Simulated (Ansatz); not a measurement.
# Ti2C: properties at the relaxed cell

The task here is to estimate one member of a computed series from the others.

Method: DFT r2SCAN, scalar-relativistic, plane waves, PAW, in Ansatz 0.2.0.

1 further run of the same task is left out (set aside as unsound or not needed). Runs told in other sessions of the task aren't counted.

### The system as given

Symmetry: Fd-3m, No. 227, cubic system. Conventional cell: a = 8.620 Å, b = 8.620 Å, c = 8.620 Å, α = 90.00°, β = 90.00°, γ = 90.00°. Ti (site symmetry 3m) is surrounded by 3 C at 2.10 Å. C (site symmetry -3m) is surrounded by 6 Ti at 2.10 Å.

Structure file:

```
CELL_PARAMETERS angstrom
0.00000 4.31017 4.31017
4.31017 0.00000 4.31017
4.31017 4.31017 0.00000
ATOMIC_POSITIONS crystal
Ti 0.85605 0.38132 0.38132
Ti 0.38132 0.38132 0.38132
Ti 0.38132 0.38132 0.85605
Ti 0.86868 0.39395 0.86868
Ti 0.86868 0.86868 0.86868
Ti 0.39395 0.86868 0.86868
Ti 0.86868 0.86868 0.39395
Ti 0.38132 0.85605 0.38132
C 0.62500 0.62500 0.62500
C 0.12500 0.62500 0.62500
C 0.62500 0.62500 0.12500
C 0.62500 0.12500 0.62500
```

It goes back to an entry of the Materials Project, which need not be the stable form.

This cell was relaxed beforehand with the same method: volume 13.35 Å³/atom, gap on the mesh none (metal).

Set-up of the first run:

Contents of input.yaml:

```yaml
crystal:
  lattice:
    - [0.0, 4.2666261601, 4.2666261601]
    - [4.2666261601, 0.0, 4.2666261601]
    - [4.2666261601, 4.2666261601, 0.0]
  atoms:
    - { symbol: Ti, position: [0.8560534353, 0.3813155216, 0.3813155216] }
    - { symbol: Ti, position: [0.3813155216, 0.3813155216, 0.3813155216] }
    - { symbol: Ti, position: [0.3813155216, 0.3813155216, 0.8560534353] }
    - { symbol: Ti, position: [0.8686844784, 0.3939465647, 0.8686844784] }
    - { symbol: Ti, position: [0.8686844784, 0.8686844784, 0.8686844784] }
    - { symbol: Ti, position: [0.3939465647, 0.8686844784, 0.8686844784] }
    - { symbol: Ti, position: [0.8686844784, 0.8686844784, 0.3939465647] }
    - { symbol: Ti, position: [0.3813155216, 0.8560534353, 0.3813155216] }
    - { symbol: C, position: [0.625, 0.625, 0.625] }
    - { symbol: C, position: [0.125, 0.625, 0.625] }
    - { symbol: C, position: [0.625, 0.625, 0.125] }
    - { symbol: C, position: [0.625, 0.125, 0.625] }
basis:
  ecutwfc: 500
kpoints:
  mp_grid: { grid: [8, 8, 8] }
hamiltonian:
  xc: r2scan
scf:
  occupations: { method: gaussian, width: 0.1 }
output:
  forces: true
  stress: true
  eigenvalues: true
relax:
  adjacent_minimum: "off"
  f_tol: 0.01
  max_steps: 30
```

Command:

```console
$ ansatz run input.yaml --threads 2 --pin off --max-ram 5120MiB --backend cpu --events-out ev --progress --plain --runs-dir out
```

Steps of the session up to this table: Point at V/V0 = 0.97; Volume × 1.03; Point at V/V0 = 0.94; Volume × 1.06; Point at V/V0 = 0.91; Point at V/V0 = 1.10; The cell scaled to 0.88 of its volume.

One table of the session follows, with a row left open; its other results are not shown here.

It belongs to the step «Fit of the equation of state». 

| volume (Å³/atom) | energy above the lowest point (meV/atom) | pressure (GPa) |
| --- | --- | --- |
| 11.744 | 110.7 | 24.55 |
| 12.144 | 58.8 | 16.99 |
| 12.545 | 24.7 | 10.44 |
| 12.945 | 5.8 | 4.81 |
| 13.345 | 0.0 | 0.00 |
| 13.746 | 5.3 | -4.11 |
| 14.146 | ? | ? |
| 14.680 | 52.0 | -11.42 |

Q: Estimate the row for volume (Å³/atom) = 14.146 from the others.

Worked estimate for «energy above the lowest point (meV/atom)». A straight line through the neighbours (13.746, 5.3) and (14.680, 52.0) gives 5.3 + (52.0 − 5.3) × (14.146 − 13.746) / (14.680 − 13.746) = 25.3; a parabola fitted to 3 rows on both sides gives 19.4.

As computed: energy above the lowest point (meV/atom): 20.0; pressure (GPa): -7.59. In «energy above the lowest point (meV/atom)» the line misses by +5.3 and the parabola by -0.6.

Caveats from the session: Warnings in the runs' records: stress scf threshold loose.
